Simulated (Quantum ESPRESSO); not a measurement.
**MgW: Wannier functions under several settings**

```
CELL_PARAMETERS angstrom
4.68000 0.00000 0.00000
0.00000 5.66000 0.00000
-0.02834 0.00000 4.91992
ATOMIC_POSITIONS crystal
W 0.00000 0.18200 0.25000
W 0.00000 0.81800 0.75000
Mg 0.50000 0.68000 0.25000
Mg 0.50000 0.32000 0.75000
```

All runs used Quantum ESPRESSO 7.5; potentials GBRV 1.5 LDA; k mesh 4 × 3 × 4; given cell; no spin polarisation; cutoff 762 eV; occupations fermi-dirac, width 0.05 eV.

```tsv
level	start	Wannier mesh	spread a function (Å²)	RMS miss of the bands (meV)
LDA	atomic projections with disentanglement	3 × 2 × 3	?	?
LDA	atomic projections with disentanglement, not minimised	3 × 2 × 3	2.27	40
LDA	SCDM with an erfc weight	3 × 2 × 3	2.96	83
```

**Question.** What stands in the row left open?

**Answer.** Spread a function 1.77 Å²; RMS miss of the bands 29 meV.

Caveats: all runs use coarse meshes; the Wannier minimisation didn't converge (some runs).

For the row left open. Caveat: the k mesh is coarse (spacing up to 0.37 Å⁻¹), so the values aren't converged; the Wannier minimisation didn't converge.
